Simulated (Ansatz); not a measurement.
# C₃H₆BClS: small, medium and large basis sets

How large a basis does C₃H₆BClS need? Two functionals are run in growing sets.

Method: one geometry, several basis sets; program: Ansatz 0.2.0, Gaussian basis.

The runs, in order: PBE0-D4/def2-SVP; ωB97M-V/def2-SVP; PBE0-D4/def2-QZVPP; ωB97M-V/def2-QZVPP; the functionals' def2-TZVPP values are taken from earlier runs.

## 1. The relaxed structure

The geometry comes from an earlier relaxation with PBE0-D4 in a triple-zeta def2 set; it is a stationary point, not always the lowest conformer.

12 atoms, charge 0, spin multiplicity 1.

Atoms are counted from 1 here; the program's logs count them from 0.

Bond lengths: C1–B2 1.565 Å, C1–H7 1.098 Å, C1–H8 1.093 Å, C1–H9 1.091 Å, B2–C3 1.548 Å, B2–C5 1.576 Å, C3–S4 1.619 Å, C3–H10 1.091 Å, C5–Cl6 1.806 Å, C5–H11 1.089 Å, C5–H12 1.088 Å. Angles: B2–C1–H7 107.0°, B2–C1–H8 111.8°, B2–C1–H9 114.5°, H7–C1–H8 106.8°, H7–C1–H9 107.0°, H8–C1–H9 109.4°, C1–B2–C3 120.7°, C1–B2–C5 121.0°, C3–B2–C5 118.3°, B2–C3–S4 110.1°, B2–C3–H10 128.2°, S4–C3–H10 121.6°, B2–C5–Cl6 97.9°, B2–C5–H11 116.0°, B2–C5–H12 116.4°, Cl6–C5–H11 106.9°, Cl6–C5–H12 107.4°, H11–C5–H12 110.6°.

Geometry (Å):

```csv
atom,x (Å),y (Å),z (Å)
C1,-1.1125,0.1954,-1.0073
B2,-0.0195,-0.1115,0.0696
C3,-0.1522,-1.3406,1.0008
S4,0.6110,-2.6139,0.3548
C5,1.2609,0.7969,0.2081
Cl6,0.6103,1.9583,1.4279
H7,-0.8116,-0.3222,-1.9276
H8,-1.1588,1.2611,-1.2450
H9,-2.1112,-0.1629,-0.7524
H10,-0.7119,-1.4232,1.9341
H11,1.5312,1.3793,-0.6710
H12,2.1412,0.3282,0.6421
```

## 2. PBE0-D4 in def2-SVP

File in.yaml:

```yaml
crystal:
  periodic: [false, false, false]
  atoms:
    - {symbol: C, position_ang: [-1.112459, 0.195431, -1.007295]}
    - {symbol: B, position_ang: [-0.019464, -0.111544, 0.069592]}
    - {symbol: C, position_ang: [-0.152207, -1.340578, 1.000806]}
    - {symbol: S, position_ang: [0.611014, -2.613926, 0.354790]}
    - {symbol: C, position_ang: [1.260942, 0.796889, 0.208108]}
    - {symbol: Cl, position_ang: [0.610253, 1.958347, 1.427949]}
    - {symbol: H, position_ang: [-0.811638, -0.322234, -1.927570]}
    - {symbol: H, position_ang: [-1.158828, 1.261076, -1.244979]}
    - {symbol: H, position_ang: [-2.111157, -0.162861, -0.752444]}
    - {symbol: H, position_ang: [-0.711878, -1.423191, 1.934126]}
    - {symbol: H, position_ang: [1.531248, 1.379312, -0.670987]}
    - {symbol: H, position_ang: [2.141174, 0.328180, 0.642105]}
basis:
  gaussian: {orbitals: def2-SVP}
hamiltonian: {xc: pbe0, dispersion: d4}
output: {orbitals: {seedname: orbitals}}
```

Further steps of the session: ωB97M-V in def2-SVP; PBE0-D4 in def2-QZVPP; ωB97M-V in def2-QZVPP.

**Question.** What will the summary of the whole plan be? Wanted: PBE0-D4: double and triple zeta above quadruple; ωB97M-V: double and triple zeta above quadruple.

The runs gave:

| quantity | value |
| --- | --- |
| PBE0-D4: double and triple zeta above quadruple | 13.22, 0.91 eV |
| ωB97M-V: double and triple zeta above quadruple | 13.33, 0.87 eV |

What this shows: PBE0-D4 gains 12.30 eV from double to triple zeta, then 0.91 eV more. Total energies overstate the basis error of differences, where much of it tends to cancel.
